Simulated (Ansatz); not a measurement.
# F₃H₄NSi₂: a ladder of functionals and wavefunction methods

An exercise on one series of results from a longer session: the logs are not shown, and one member is left open.

Program: Ansatz 0.2.0, Gaussian basis. Level of theory: functionals in def2-TZVPP, the program's frozen cores in correlated methods. These are calculated values, not measurements.

The runs, in order: PBE-D4, r2SCAN-D4, PBE0-D4, B3LYP-D4, ωB97X-V, ωB97M-V, B2PLYP; CCSD(T)/def2-TZVPP; MP2/def2-QZVPP; extrapolation to the limit.

## The geometry

An earlier PBE0-D4 in a triple-zeta def2 set relaxation fixed the geometry.

SMILES `F[SiH2]N[SiH](F)F`, 10 atoms, charge 0, spin multiplicity 1.

Atoms are counted from 1 here; the program's logs count them from 0.

Bond lengths: F1–Si2 1.597 Å, Si2–N3 1.720 Å, Si2–H7 1.475 Å, Si2–H8 1.479 Å, N3–Si4 1.700 Å, N3–H9 1.012 Å, Si4–F5 1.585 Å, Si4–F6 1.583 Å, Si4–H10 1.470 Å. Angles: F1–Si2–N3 111.3°, F1–Si2–H7 107.5°, F1–Si2–H8 106.4°, N3–Si2–H7 109.2°, N3–Si2–H8 108.5°, H7–Si2–H8 113.9°, Si2–N3–Si4 129.8°, Si2–N3–H9 115.1°, Si4–N3–H9 115.2°, N3–Si4–F5 111.8°, N3–Si4–F6 107.3°, N3–Si4–H10 113.4°, F5–Si4–F6 106.7°, F5–Si4–H10 106.9°, F6–Si4–H10 110.6°.

The first run:

The input, in.yaml:

```yaml
crystal:
  periodic: [false, false, false]
  atoms:
    - {symbol: F, position_ang: [-1.074880, 2.149147, 1.000058]}
    - {symbol: Si, position_ang: [-0.454132, 0.712555, 1.320304]}
    - {symbol: N, position_ang: [-0.545869, -0.325464, -0.047524]}
    - {symbol: Si, position_ang: [0.593331, -0.606202, -1.277228]}
    - {symbol: F, position_ang: [1.337272, -1.993170, -1.086516]}
    - {symbol: F, position_ang: [1.697453, 0.522967, -1.162709]}
    - {symbol: H, position_ang: [0.961151, 0.911494, 1.684162]}
    - {symbol: H, position_ang: [-1.275669, 0.134452, 2.405517]}
    - {symbol: H, position_ang: [-1.419465, -0.825855, -0.148248]}
    - {symbol: H, position_ang: [0.006007, -0.619424, -2.624617]}
basis:
  gaussian: {orbitals: def2-TZVPP}
hamiltonian: {xc: pbe, dispersion: d4}
output: {forces: true, orbitals: {seedname: orbitals}}
```

Command:

```
$ ansatz run in.yaml --threads 4 --pin off --events-out ev --progress --plain --max-ram 10444MiB
```

Among the steps run: PBE-D4 (GGA); r2SCAN-D4 (meta-GGA); PBE0-D4 (hybrid); B3LYP-D4 (hybrid); ωB97X-V (range-separated); ωB97M-V (range-separated); B2PLYP (double hybrid); CCSD(T) in def2-TZVPP; MP2 in def2-QZVPP.

One of the session's tables, all rows but one given; the rest of the session is left out.

| method | atomisation energy (kJ/mol) |
| --- | --- |
| PBE-D4 | 3903.3 |
| r2SCAN-D4 | 3881.8 |
| PBE0-D4 | 3828.9 |
| B3LYP-D4 | ? |
| ωB97X-V | 3911.6 |
| ωB97M-V | 3903.7 |
| B2PLYP | 3853.2 |
| HF/def2-TZVPP | 2875.6 |
| MP2/def2-TZVPP | 3900.6 |
| CCSD/def2-TZVPP | 3738.3 |
| CCSD(T)/def2-TZVPP | 3790.2 |
| MP2/CBS | 4028.6 |
| CCSD(T)/CBS | 3918.2 |

Estimate the missing values for B3LYP-D4.

As computed: atomisation energy (kJ/mol): 3873.3. In the column «atomisation energy (kJ/mol)» it lies between B2PLYP (3853.2) and r2SCAN-D4 (3881.8).

Caveats from the session: Free atoms (3 F, 2 Si, 1 N, 4 H) were run apart at each level; the atomisation energy is their sum less the molecule, without zero-point or spin-orbit terms.
